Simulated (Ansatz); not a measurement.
This script for a ladder of methods at one geometry of C2H5BrGe, SMILES [GeH3][CH]=CBr with the Ansatz DFT code, driven from Python holds a mistake.

The script reads `c2h5brge.xyz`:
```text
9

Ge   -1.21490    0.34540    0.02130
C     0.26600   -0.76570   -0.19500
C     1.49390   -0.35380    0.00490
Br    2.05880    1.43990    0.55190
H    -2.55120   -0.41260   -0.33260
H    -1.32790    0.92500    1.46730
H    -1.11040    1.59360   -0.95820
H     0.13090   -1.77290   -0.50290
H     2.34320   -1.04500   -0.07380
```

The script, `methods_c2h5brge.py`:
```python
# -*- coding: utf-8 -*-
"""One geometry of C2H5BrGe, method by method."""

import ansatz as az


def main():
    system = az.Crystal.molecule_from_extxyz("c2h5brge.xyz")

    job = system.calculation()

    methods = ["mp2", "ccsd", "ccsd_t"]
    reports = [job.correlation(m).run(threads=1, pin="off").report for m in methods]
    print(f"Hartree-Fock reference {reports[0]['reference_energy_ev'] / 27.211386246:.6f} Ha")
    best = reports[-1]["free_energy_ev"] - reports[-1]["reference_energy_ev"]
    for method, each in zip(methods, reports):
        gained = each["free_energy_ev"] - each["reference_energy_ev"]
        print(f"{method:8s} total {each['free_energy_ev'] / 27.211386246:.6f} Ha  correlation {gained:9.4f} eV  ({100 * gained / best:.1f} % of the last)")


if __name__ == "__main__":
    main()
```

```console
$ python methods_c2h5brge.py
Traceback (most recent call last):
  File "methods_c2h5brge.py", line 22, in <module>
    main()
    ~~~~^^
  File "methods_c2h5brge.py", line 13, in main
    reports = [job.correlation(m).run(threads=1, pin="off").report for m in methods]
               ~~~~~~~~~~~~~~~~~~~~~~^^^^^^^^^^^^^^^^^^^^^^
  ...
ansatz.RefusalError: invalid value for `correlation`: it needs basis.gaussian or hamiltonian.integrals
$ echo $?
1
```
(Library frames cut from the traceback.)

What is wrong, and how is it mended?

The fault: no basis is stated. Mended:

```diff
--- before
+++ after
@@ -5,2 +5,6 @@
 
+config = {
+    "basis": "def2-SVP",
+}
+
 
@@ -9,3 +13,3 @@
 
-    job = system.calculation()
+    job = system.calculation().basis(gaussian=config["basis"])
```

The mended script runs so:

`python methods_c2h5brge.py` gives:
```text
Hartree-Fock reference -4725.744936 Ha
mp2      total -4726.478804 Ha  correlation  -19.9696 eV  (93.3 % of the last)
ccsd     total -4726.507306 Ha  correlation  -20.7452 eV  (96.9 % of the last)
ccsd_t   total -4726.531557 Ha  correlation  -21.4051 eV  (100.0 % of the last)
```

Caveats:
- Total energies depend on the basis set; only differences at equal settings carry meaning.
- The geometry is a force-field or estimated start, not a minimum of this method, and the basis set is short of its limit. A lower total doesn't mark the better method: functionals have no common bound, and MP2 and coupled cluster aren't variational.
- Inner cores stay frozen; a filled d shell under the valence of the heavier atoms is correlated with it.
- The whole script took 29 s on 1 thread of Intel(R) Xeon(R) 6975P-C (Granite Rapids), with other jobs on the host, peak memory 0.67 GiB.
